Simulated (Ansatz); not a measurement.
# CH₂FNOSi: up Jacob's ladder to CCSD(T)

One table from this session's results is given with a row withheld; the runs are named, their logs left out.

The runs use Ansatz 0.2.0, Gaussian basis; functionals in def2-TZVPP, the program's frozen cores in correlated methods.

Plan: LDA (SPW92), PBE-D4, revPBE-D4, BLYP-D4, r2SCAN-D4, B97M-V, PBE0-D4, B3LYP-D4, r2SCANh-D4, r2SCAN0-D4, HSE06-D4, BHLYP-D4, CAM-B3LYP-D4, LC-ωPBE, ωB97X-V, ωB97M-V, B2PLYP, PBE-QIDH; CCSD(T)/def2-SVP; CCSD(T)/def2-TZVPP; MP2/def2-QZVPP; extrapolation to the limit; RPA on PBE.

## The geometry

The geometry comes from an earlier relaxation with PBE0-D4 in a triple-zeta def2 set; it is a stationary point, not always the lowest conformer.

SMILES `O[Si]1(F)C=N1`, 7 atoms, charge 0, spin multiplicity 1.

Atoms are counted from 1 here; the program's logs count them from 0.

Bond lengths: O1–Si2 1.617 Å, O1–H6 0.959 Å, Si2–F3 1.575 Å, Si2–C4 1.743 Å, Si2–N5 1.733 Å, C4–N5 1.306 Å, C4–H7 1.093 Å. Angles: Si2–O1–H6 117.3°, O1–Si2–F3 104.7°, O1–Si2–C4 129.1°, O1–Si2–N5 123.9°, F3–Si2–C4 123.4°, F3–Si2–N5 120.1°, C4–Si2–N5 44.1°, Si2–C4–N5 67.5°, Si2–C4–H7 166.2°, N5–C4–H7 126.3°, Si2–N5–C4 68.3°.

Set-up of the first run:

The input, in.yaml:

```yaml
crystal:
  periodic: [false, false, false]
  atoms:
    - {symbol: O, position_ang: [-0.687106, -0.282924, 1.605121]}
    - {symbol: Si, position_ang: [0.334047, -0.267159, 0.351459]}
    - {symbol: F, position_ang: [1.556845, -1.141489, 0.821076]}
    - {symbol: C, position_ang: [0.020465, 0.127805, -1.317462]}
    - {symbol: N, position_ang: [0.589806, 1.109448, -0.670436]}
    - {symbol: H, position_ang: [-1.478537, 0.254107, 1.534029]}
    - {symbol: H, position_ang: [-0.274219, 0.132213, -2.369485]}
basis:
  gaussian: {orbitals: def2-TZVPP}
hamiltonian: {xc: lda}
output: {orbitals: {seedname: orbitals}}
```

Run with:

```sh
> ansatz run in.yaml --threads 2 --pin off --events-out ev --progress --plain --max-ram 4352MiB
```

Among the steps run: LDA; PBE-D4 (GGA); revPBE-D4 (GGA); BLYP-D4 (GGA); r2SCAN-D4 (meta-GGA); B97M-V (meta-GGA); B3LYP-D4 (hybrid); r2SCANh-D4 (hybrid); r2SCAN0-D4 (hybrid); HSE06-D4 (hybrid); BHLYP-D4 (hybrid); CAM-B3LYP-D4 (range-separated); LC-ωPBE (range-separated); ωB97X-V (range-separated); ωB97M-V (range-separated); B2PLYP (double hybrid); PBE-QIDH (double hybrid).

One table of the session follows, with a row left open; its other results are not shown here.

It belongs to the step «Orbital energies across the functionals». 

```
  functional  HOMO (eV)  gap (eV)
 LDA (SPW92)      -5.65      3.03
      PBE-D4      -5.49      3.16
   revPBE-D4      -5.42      3.20
     BLYP-D4      -5.39      3.21
   r2SCAN-D4      -5.72      3.61
      B97M-V      -5.78      3.85
     PBE0-D4      -6.85      5.69
    B3LYP-D4      -6.64      5.23
  r2SCANh-D4      -6.23      4.56
  r2SCAN0-D4      -7.01      5.97
    HSE06-D4      -6.44      4.89
    BHLYP-D4      -8.16      8.26
CAM-B3LYP-D4          ?         ?
     LC-ωPBE      -9.59     10.93
     ωB97X-V      -9.23     10.50
     ωB97M-V      -9.12     10.30
```

Q: Estimate the row for CAM-B3LYP-D4 from the others.

As computed: HOMO (eV): -8.27; gap (eV): 8.35. In the column «HOMO (eV)» it lies between ωB97M-V (-9.12) and BHLYP-D4 (-8.16).
